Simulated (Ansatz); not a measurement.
**CH5ClNSbSi: basis-set convergence**

One table from this session's results is given with a row withheld; the runs are named, their logs left out.

Method: one geometry, several basis sets; program: Ansatz 0.2.0, Gaussian basis.

Levels to be run: PBE0-D4/def2-SVP; ωB97M-V/def2-SVP; PBE0-D4/def2-QZVPP; ωB97M-V/def2-QZVPP; the functionals' def2-TZVPP values are taken from earlier runs.

## The relaxed structure

All runs share one geometry, relaxed beforehand with PBE0-D4 in a triple-zeta def2 set. Sb takes the def2 core potential; no spin-orbit term is included.

10 atoms, charge 0, spin multiplicity 1.

Atoms are counted from 1 here; the program's logs count them from 0.

Bond lengths: N1–Sb2 2.052 Å, N1–H6 1.012 Å, N1–H7 1.013 Å, Sb2–C3 2.267 Å, Sb2–Si4 2.510 Å, C3–Si4 1.825 Å, C3–H8 1.087 Å, C3–H9 1.087 Å, Si4–Cl5 2.049 Å, Si4–H10 1.479 Å. Angles: Sb2–N1–H6 110.7°, Sb2–N1–H7 112.5°, H6–N1–H7 107.8°, N1–Sb2–C3 91.3°, N1–Sb2–Si4 91.6°, C3–Sb2–Si4 44.6°, Sb2–C3–Si4 74.8°, Sb2–C3–H8 115.3°, Sb2–C3–H9 107.1°, Si4–C3–H8 119.5°, Si4–C3–H9 119.3°, H8–C3–H9 113.7°, Sb2–Si4–C3 60.6°, Sb2–Si4–Cl5 119.8°, Sb2–Si4–H10 122.0°, C3–Si4–Cl5 118.6°, C3–Si4–H10 118.2°, Cl5–Si4–H10 109.9°.

As a file:

```mol
CH5ClNSbSi
  3D, bonds by distance, orders not assigned

 10 10  0  0  0  0  0  0  0  0999 V2000
   -1.7536    0.8617   -0.0761 N   0  0
   -0.0595    1.2067    1.0290 Sb  0  0
    0.5474   -0.9719    0.8730 C   0  0
    1.3363   -0.1515   -0.5540 Si  0  0
    0.6342   -0.5666   -2.4339 Cl  0  0
   -2.5585    1.2980    0.3563 H   0  0
   -1.6789    1.2184   -1.0208 H   0  0
    1.1655   -1.3411    1.6875 H   0  0
   -0.3619   -1.5469    0.7190 H   0  0
    2.8122   -0.0578   -0.5772 H   0  0
  1  2  8  0
  2  3  8  0
  3  4  8  0
  4  5  8  0
  1  6  8  0
  1  7  8  0
  3  8  8  0
  3  9  8  0
  4 10  8  0
  2  4  8  0
M  END
```

The first run:

The input, in.yaml:

```yaml
crystal:
  periodic: [false, false, false]
  atoms:
    - {symbol: N, position_ang: [-1.753625, 0.861707, -0.076060]}
    - {symbol: Sb, position_ang: [-0.059544, 1.206657, 1.028969]}
    - {symbol: C, position_ang: [0.547377, -0.971886, 0.872989]}
    - {symbol: Si, position_ang: [1.336284, -0.151494, -0.553982]}
    - {symbol: Cl, position_ang: [0.634196, -0.566626, -2.433873]}
    - {symbol: H, position_ang: [-2.558515, 1.297984, 0.356333]}
    - {symbol: H, position_ang: [-1.678891, 1.218413, -1.020762]}
    - {symbol: H, position_ang: [1.165453, -1.341078, 1.687532]}
    - {symbol: H, position_ang: [-0.361897, -1.546945, 0.719012]}
    - {symbol: H, position_ang: [2.812163, -0.057832, -0.577158]}
basis:
  gaussian: {orbitals: def2-SVP}
hamiltonian: {xc: pbe0, dispersion: d4}
output: {orbitals: {seedname: orbitals}}
```

Steps of the session up to this table: PBE0-D4 in def2-SVP; ωB97M-V in def2-SVP; PBE0-D4 in def2-QZVPP; ωB97M-V in def2-QZVPP.

One table of the session follows, with a row left open; its other results are not shown here.

It belongs to the step «Density functionals: the series». 

| functional | basis | HOMO (eV) |
| --- | --- | --- |
| PBE0-D4 | def2-SVP | -6.34 |
| PBE0-D4 | def2-TZVPP | -6.43 |
| PBE0-D4 | def2-QZVPP | ? |
| ωB97M-V | def2-SVP | -8.28 |
| ωB97M-V | def2-TZVPP | -8.36 |
| ωB97M-V | def2-QZVPP | -8.39 |

Q: Estimate the row for PBE0-D4, def2-QZVPP from the others.

The run gave: HOMO (eV): -6.45. In the column «HOMO (eV)» it lies between ωB97M-V, def2-SVP (-8.28) and PBE0-D4, def2-TZVPP (-6.43).
